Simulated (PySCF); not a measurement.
# C2H7Ga (SMILES [CH3][GaH][CH3]) at 6 levels

Aim: a comparison of 6 runs (HF/STO-3G, HF/def2-SVP, B3LYP/6-31G*, B2PLYP/def2-SVP, PBE0/def2-SVP, CCSD/pcseg-1) of C2H7Ga. The job is set up through a Python script.

The results are computed with PySCF 2.14.0.

## (1) Starting point

C2H7Ga: 10 atoms, total charge 0, spin state singlet. As SMILES, `[CH3][GaH][CH3]`. The shape is that of a PBE0-D4/def2-TZVP optimisation.

Bond lengths: C1–Ga2 1.971 Å, Ga2–C3 1.971 Å, C1–H4 1.096 Å, C1–H5 1.091 Å, C1–H6 1.092 Å, Ga2–H7 1.579 Å, C3–H8 1.096 Å, C3–H9 1.091 Å, C3–H10 1.092 Å. Some angles: C1–Ga2–C3 120.1°, C1–Ga2–H7 120.0°, C3–Ga2–H7 119.9°, Ga2–C1–H4 109.0°, Ga2–C1–H5 112.5°, Ga2–C1–H6 111.5°, Ga2–C3–H8 109.0°, Ga2–C3–H9 112.5°, Ga2–C3–H10 111.5°, H4–C1–H5 107.5°.

## (2) Energy and gradient at HF/STO-3G (run 1)

The input, run.py:

```python
import pyscf.grad
from pyscf import gto, scf

mol = gto.M(
    atom=[
    ('C', (-1.063400, 1.142800, -0.711800)),
    ('Ga', (0.649000, 0.266100, -0.281300)),
    ('C', (0.681500, -1.321500, 0.886900)),
    ('H', (-1.533700, 0.614200, -1.548200)),
    ('H', (-0.935400, 2.183800, -1.011500)),
    ('H', (-1.759700, 1.095200, 0.128600)),
    ('H', (1.997300, 0.836500, -0.872600)),
    ('H', (0.687700, -0.994000, 1.932300)),
    ('H', (1.569300, -1.935900, 0.730500)),
    ('H', (-0.209600, -1.938300, 0.750100)),
],
    spin=0,
    basis='sto-3g',
    max_memory=1860,
    verbose=4,
)

hf = scf.RHF(mol)
hf.conv_tol = 1e-10
hf.kernel()
if not hf.converged:
    hf = hf.newton().run(hf.mo_coeff, hf.mo_occ)

e_tot = hf.e_tot
print('E(%s) = %.9f' % ('HF', e_tot))
grad = hf.Gradients().kernel()
dip = hf.dip_moment()
pop, q = hf.mulliken_pop()
```

Run with:

```console
OMP_NUM_THREADS=1 python run.py
```

What it wrote:

```text
PySCF version 2.14.0

[... 76 lines left out ...]
converged SCF energy = -1979.75825614564
[... 12 lines left out ...]
Dipole moment(X, Y, Z, Debye): -0.06000, -0.02542,  0.02706
[... 7 lines left out ...]
pop of  1 Ga 2s           1.99928
pop of  1 Ga 3s           1.99868
pop of  1 Ga 4s           1.15828
pop of  1 Ga 2px          1.99964
pop of  1 Ga 2py          1.99960
pop of  1 Ga 2pz          1.99957
pop of  1 Ga 3px          1.98410
pop of  1 Ga 3py          1.98119
pop of  1 Ga 3pz          1.97827
pop of  1 Ga 4px          0.77584
pop of  1 Ga 4py          0.52283
pop of  1 Ga 4pz          0.32214
pop of  1 Ga 3dxy         1.95455
pop of  1 Ga 3dyz         1.91362
pop of  1 Ga 3dz^2        1.96905
pop of  1 Ga 3dxz         1.97283
pop of  1 Ga 3dx2-y2      1.94685
pop of  2 C 1s            1.99213
pop of  2 C 2s            1.22334
pop of  2 C 2px           0.99178
pop of  2 C 2py           1.07970
pop of  2 C 2pz           1.04705
pop of  3 H 1s            0.95549
pop of  4 H 1s            0.95494
pop of  5 H 1s            0.95558
pop of  6 H 1s            1.12367
pop of  7 H 1s            0.95551
pop of  8 H 1s            0.95494
pop of  9 H 1s            0.95559
 ** Mulliken atomic charges  **
charge of    0C =     -0.33400
charge of    1Ga =      0.52371
charge of    2C =     -0.33400
charge of    3H =      0.04451
charge of    4H =      0.04506
charge of    5H =      0.04442
charge of    6H =     -0.12367
charge of    7H =      0.04449
charge of    8H =      0.04506
charge of    9H =      0.04441
```

Wall time 5.1 s (1 thread of Intel Xeon at 2.50GHz (Skylake/Cascade Lake), shared host); peak memory 0.12 GiB.

## (3) Energy and gradient at HF/def2-SVP (run 2)

The input, mol.xyz:

```xyz
10
C2H7Ga
C     -1.063400     1.142800    -0.711800
Ga     0.649000     0.266100    -0.281300
C      0.681500    -1.321500     0.886900
H     -1.533700     0.614200    -1.548200
H     -0.935400     2.183800    -1.011500
H     -1.759700     1.095200     0.128600
H      1.997300     0.836500    -0.872600
H      0.687700    -0.994000     1.932300
H      1.569300    -1.935900     0.730500
H     -0.209600    -1.938300     0.750100
```

The input, input.py:

```python
# [CH3][GaH][CH3]
from pyscf import gto

molecule = gto.M(
    atom='mol.xyz',
    charge=0,
    max_memory=1860,
    basis='def2-svp',
    verbose=4,
)

calc0 = molecule.RHF()
calc0.conv_tol = 1e-10
calc0.kernel()
if not calc0.converged:
    calc0 = calc0.newton().run(calc0.mo_coeff, calc0.mo_occ)

etot = calc0.e_tot
print('E(%s) = %.9f' % ('HF', etot))
grad = calc0.nuc_grad_method().kernel()
dip = calc0.dip_moment()
pop, q = calc0.mulliken_pop()
```

Run with:

```console
OMP_NUM_THREADS=1 python input.py
```

What it wrote:

```text
PySCF version 2.14.0

[... 62 lines left out ...]
converged SCF energy = -2002.74474119014
[... 12 lines left out ...]
Dipole moment(X, Y, Z, Debye): -0.49182, -0.20797,  0.21557
[... 67 lines left out ...]
pop of  4 H 2s            0.17880
pop of  4 H 2px           0.00588
pop of  4 H 2py           0.01638
pop of  4 H 2pz           0.00504
pop of  5 H 1s            0.74170
pop of  5 H 2s            0.18103
pop of  5 H 2px           0.01064
pop of  5 H 2py           0.00430
pop of  5 H 2pz           0.01242
pop of  6 H 1s            0.70395
pop of  6 H 2s            0.49473
pop of  6 H 2px           0.00540
pop of  6 H 2py           0.00144
pop of  6 H 2pz           0.00136
pop of  7 H 1s            0.73863
pop of  7 H 2s            0.18656
pop of  7 H 2px           0.00428
pop of  7 H 2py           0.00706
pop of  7 H 2pz           0.01656
pop of  8 H 1s            0.74201
pop of  8 H 2s            0.17889
pop of  8 H 2px           0.01305
pop of  8 H 2py           0.00898
pop of  8 H 2pz           0.00527
pop of  9 H 1s            0.74177
pop of  9 H 2s            0.18096
pop of  9 H 2px           0.01298
pop of  9 H 2py           0.00907
pop of  9 H 2pz           0.00531
 ** Mulliken atomic charges  **
charge of    0C =     -0.39679
charge of    1Ga =      0.70324
charge of    2C =     -0.39686
charge of    3H =      0.04694
charge of    4H =      0.05182
charge of    5H =      0.04990
charge of    6H =     -0.20687
charge of    7H =      0.04691
charge of    8H =      0.05181
charge of    9H =      0.04990
```

It took 24 s on 1 thread of Intel Xeon at 2.50GHz (Skylake/Cascade Lake), shared host; peak memory 0.2 GiB.

Runs 3 to 5 aren't shown in full; the table further down has their settings and results.

## (4) A single-point energy at CCSD/pcseg-1 (run 6)

The input, job.py:

```python
from pyscf import gto, scf, cc

mol = gto.M(
    atom=[
    ('C', (-1.063400, 1.142800, -0.711800)),
    ('Ga', (0.649000, 0.266100, -0.281300)),
    ('C', (0.681500, -1.321500, 0.886900)),
    ('H', (-1.533700, 0.614200, -1.548200)),
    ('H', (-0.935400, 2.183800, -1.011500)),
    ('H', (-1.759700, 1.095200, 0.128600)),
    ('H', (1.997300, 0.836500, -0.872600)),
    ('H', (0.687700, -0.994000, 1.932300)),
    ('H', (1.569300, -1.935900, 0.730500)),
    ('H', (-0.209600, -1.938300, 0.750100)),
],
    charge=0,
    verbose=4,
    basis='pcseg-1',
    max_memory=1860,
    spin=0,
)

calc0 = scf.RHF(mol)
calc0.conv_tol = 1e-10
calc0.kernel()
if not calc0.converged:
    calc0 = calc0.newton().run(calc0.mo_coeff, calc0.mo_occ)

mycc = cc.CCSD(calc0, frozen=11)
mycc.kernel()
e_tot = mycc.e_tot
print('E(%s) = %.9f' % ('CCSD', e_tot))
calc0.analyze()
```

Run with:

```console
OMP_NUM_THREADS=1 python job.py
```

What it wrote:

```text
PySCF version 2.14.0

[... 96 lines left out ...]
DFT Exchange-Correlation Energy =      -86.351624616061258
[... 10 lines left out ...]
MO #9   energy= -4.49462517685813  occ= 2
[... 8 lines left out ...]
MO #18  energy= -0.910311959854345 occ= 2
[... 8 lines left out ...]
MO #27  energy= 0.140528936068658  occ= 0
[... 8 lines left out ...]
MO #36  energy= 0.33646989741188   occ= 0
[... 8 lines left out ...]
MO #45  energy= 0.674918860044598  occ= 0
[... 8 lines left out ...]
MO #54  energy= 0.946843380558396  occ= 0
[... 8 lines left out ...]
MO #63  energy= 1.85336495557114   occ= 0
[... 8 lines left out ...]
MO #72  energy= 2.26735638355871   occ= 0
[... 8 lines left out ...]
MO #81  energy= 2.99835646161888   occ= 0
[... 8 lines left out ...]
MO #90  energy= 3.60838667516108   occ= 0
[... 64 lines left out ...]
pop of  4 H 2px           0.00024
pop of  4 H 2py           0.00133
pop of  4 H 2pz           0.00018
pop of  5 H 1s            0.90018
pop of  5 H 2s            0.00818
pop of  5 H 2px           0.00081
pop of  5 H 2py           0.00008
pop of  5 H 2pz           0.00085
pop of  6 H 1s            1.14586
pop of  6 H 2s            0.00036
pop of  6 H 2px           0.00136
pop of  6 H 2py           0.00027
pop of  6 H 2pz           0.00027
pop of  7 H 1s            0.89612
pop of  7 H 2s            0.00752
pop of  7 H 2px           0.00006
pop of  7 H 2py           0.00034
pop of  7 H 2pz           0.00140
pop of  8 H 1s            0.89746
pop of  8 H 2s            0.00839
pop of  8 H 2px           0.00097
pop of  8 H 2py           0.00060
pop of  8 H 2pz           0.00019
pop of  9 H 1s            0.90026
pop of  9 H 2s            0.00819
pop of  9 H 2px           0.00095
pop of  9 H 2py           0.00062
pop of  9 H 2pz           0.00018
 ** Mulliken atomic charges  **
charge of    0C =     -0.52762
charge of    1Ga =      0.64984
charge of    2C =     -0.52763
charge of    3H =      0.09451
charge of    4H =      0.09237
charge of    5H =      0.08989
charge of    6H =     -0.14812
charge of    7H =      0.09455
charge of    8H =      0.09240
charge of    9H =      0.08981
Dipole moment(X, Y, Z, Debye): -0.48169, -0.20372,  0.21125
```

Run time: 28 s. Hardware: 1 thread of Intel Xeon at 2.50GHz (Skylake/Cascade Lake), shared host; peak memory 0.45 GiB.

## (5) Overview of the runs

```csv
run,level,integration grid,task,energy (Eh),dipole moment (D) of the reference,HOMO energy (eV),LUMO energy (eV),wall time
1,HF/STO-3G,–,gradient,-1979.758256,0.07,-6.78,5.20,5.1 s
2,HF/def2-SVP,–,gradient,-2002.744741,0.58,-10.57,1.90,24 s
3,B3LYP/6-31G* (spherical functions),5,gradient,-2005.041117,0.71,-7.23,-1.13,61 s
4,B2PLYP/def2-SVP,5,energy,-2004.486286,0.63,-8.68,0.12,39 s
5,PBE0/def2-SVP,5,gradient,-2004.607256,0.68,-7.63,-0.90,67 s
6,CCSD/pcseg-1,–,energy,-2003.190582,0.56,-10.61,1.77,28 s
```

## (6) Results

| quantity | value |
| --- | --- |
| run 6: total energy | -2003.19058 Eh |
| run 6: dipole moment (Hartree–Fock density) | 0.56 D |
| run 6: HOMO energy (Hartree–Fock orbitals) | -10.61 eV |
| run 6: LUMO energy (Hartree–Fock orbitals) | 1.77 eV |
| run 6: HOMO–LUMO gap (Hartree–Fock orbitals) | 12.37 eV |
| run 6: correlation energy (11 core orbitals frozen) | -421.2 mEh |
| run 6: T1 diagnostic | 0.008 |

Over runs 1, 2, 3, 4, 5 the dipole moment (its size) runs from 0.07 D (HF/STO-3G) to 0.71 D (B3LYP/6-31G*). The two ends differ in method and basis. Over runs 1, 2, 3, 4, 5 the HOMO–LUMO gap runs from 6.10 eV (B3LYP/6-31G*) to 12.47 eV (HF/def2-SVP). Totals of different functionals can't be ranked against each other. In run 1 the basis is minimal, so the values are rough. All runs together took 3.7 min, the longest 67 s.
